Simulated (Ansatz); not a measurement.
## Fe4Si under changes of volume

One of the cells (11.685 Å³/atom); the others are scaled copies at fixed shape and fractional positions:

```
CELL_PARAMETERS angstrom
0.00000 2.02761 9.46634
1.52190 0.00000 9.46634
1.52190 2.02761 0.00000
ATOMIC_POSITIONS crystal
Fe 0.59407 0.59407 0.40593
Fe 0.19797 0.19797 0.80203
Fe 0.80203 0.80203 0.19797
Fe 0.40593 0.40593 0.59407
Si 0.00000 0.00000 0.00000
```

The cell comes from a database or a generator and needn't be the stable form of this composition.

```yaml
Program: Ansatz 0.2.0
Functional: PBEsol
Potentials_or_basis: Ansatz PAW
Cutoff: "420 eV (not typed: the program's choice for these potentials)"
k_mesh: 11 × 11 × 11
Occupations: fermi-dirac, width 0.05 eV
Spin: collinear spin, ferromagnetic start
Starting_moments: "[3.0, 3.0, 3.0, 3.0, 0.0] μB"
```

| volume (Å³/atom) | energy over the lowest point (meV/atom) | pressure (GPa) | moment (μB per cell) | largest force (eV/Å) |
| --- | --- | --- | --- | --- |
| 10.984 | 0.00 | 1.8 | 8.31 | 0.153 |
| 11.217 | 0.22 | -2.3 | 8.50 | 0.116 |
| 11.451 | 6.03 | -5.9 | 8.66 | 0.086 |
| 11.685 | 16.95 | -9.2 | 8.81 | 0.059 |
| 11.918 | ? | ? | ? | ? |
| 12.152 | 52.17 | -14.7 | 9.07 | 0.034 |
| 12.386 | 75.32 | -16.9 | 9.22 | 0.029 |

Question: What does the run at 11.918 Å³/atom give?

Answer: Energy over the lowest point 32.50 meV/atom; pressure -12.1 GPa; moment 8.94 μB per cell; largest force 0.040 eV/Å.

Worked out: A Birch-Murnaghan fit of order 3 (a polynomial in V^(-2/3)) to the other rows has its minimum at 11.09 Å³/atom with B0 = V·E''(V) = 198 GPa and B' = 4.4 at fixed shape and positions, which overstates the stiffness. It gives 32.49 meV/atom at 11.918 Å³/atom, against the run's 32.50, and -dE/dV = -12.1 GPa, against -12.1. A parabola through the other rows of the moment, of slope 0.592 μB per Å³/atom there, gives 8.95 μB, against the run's 8.94.

Energies are extrapolated to zero smearing.

Caveats: the PAW data sets come from PBE, with cores solved anew for the run's functional, which leaves a small shift of forces and pressure.
